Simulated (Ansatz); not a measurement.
**K (sc type): how the settings move a single-point run**

Question: which choices in the input matter for K (sc type)?

Computed with Ansatz 0.2.0 (reference: DFT, LDA, norm-conserving pseudopotentials, Ansatz's default files, scalar-relativistic, unless a step's input says otherwise).

## 1. Starting point

It takes space group Pm-3m (No. 221, cubic). Conventional cell: a = 3.263 Å, b = 3.263 Å, c = 3.263 Å, α = 90.00°, β = 90.00°, γ = 90.00°. Around K (site symmetry m-3m) lie 6 K at 3.26 Å.

As a file:

```cif
data_structure
_symmetry_space_group_name_H-M 'P 1'
_symmetry_Int_Tables_number 1
_cell_length_a 3.2629
_cell_length_b 3.2629
_cell_length_c 3.2629
_cell_angle_alpha 90.000
_cell_angle_beta 90.000
_cell_angle_gamma 90.000
_cell_volume 34.74
loop_
_atom_site_label
_atom_site_type_symbol
_atom_site_fract_x
_atom_site_fract_y
_atom_site_fract_z
_atom_site_occupancy
K1 K 0.00000 0.00000 0.00000 1
```

## 2. Reference

Input file input.yaml:

```yaml
crystal:
  lattice:
    - [3.2629238451, 0.0, 0.0]
    - [0.0, 3.2629238451, 0.0]
    - [0.0, 0.0, 3.2629238451]
  atoms:
    - { symbol: K, position: [0.0, 0.0, 0.0] }
kpoints:
  mp_grid: { grid: [9, 9, 9] }
scf:
  occupations: { method: fermi_dirac, width: 0.05 }
hamiltonian:
  xc: lda
  pseudopotentials: { kind: nc }
output:
  forces: true
  stress: true
  eigenvalues: true
```

Started as:

```
$ ansatz run input.yaml --threads 1 --pin off --max-ram 2048MiB --backend cpu --events-out ev --progress --plain --runs-dir out
```

## 3. Variant: mixing.algorithm broyden, mixing.beta 0.3, chi_scale 0.1, lower_state_search standard

Changes to input.yaml since step 2:

```diff
@@ -11,2 +11,5 @@
   occupations: { method: fermi_dirac, width: 0.05 }
+  mixing: { algorithm: broyden, beta: 0.3 }
+  initial_density: { chi_scale: 0.1 }
+  lower_state_search: standard
 hamiltonian:
```

Q: Predict the outcome of this session. Wanted: for each run, ending; energy change; pressure; gap; force.

As calculated:

| run | ending | energy change | pressure (GPa) | gap (eV) | force (eV/Å) | cycles | time |
| --- | --- | --- | --- | --- | --- | --- | --- |
| reference | converged | 0 | 7.6 | 0.00 | 0.00 | 6 | 2.4 s |
| 1: mixing.algorithm broyden, mixing.beta 0.3, chi_scale 0.1, lower_state_search standard | converged | 0.0 meV/atom | 7.6 | 0.00 | 0.00 | 7 | 3 s |

Residual by cycle in the longest SCF loop of each run; runs are numbered as in the table. The quantity is the density residual dr2, in eV.

| cycle | reference | run 1 |
| --- | --- | --- |
| 1 | 0.0731 | 0.0731 |
| 2 | 0.0349 | 0.0489 |
| 3 | 0.00118 | 0.00469 |
| 4 | 1.4e-5 | 0.0416 |
| 5 | 4.0e-7 | 7.6e-5 |
| 6 | 2.4e-9 | 2.9e-6 |
| 7 | - | 2.1e-8 |

What this shows: The changed input (mixing, start and search for lower states) leaves the energy the same to the digits printed. Cost: 7 SCF cycles against 6.
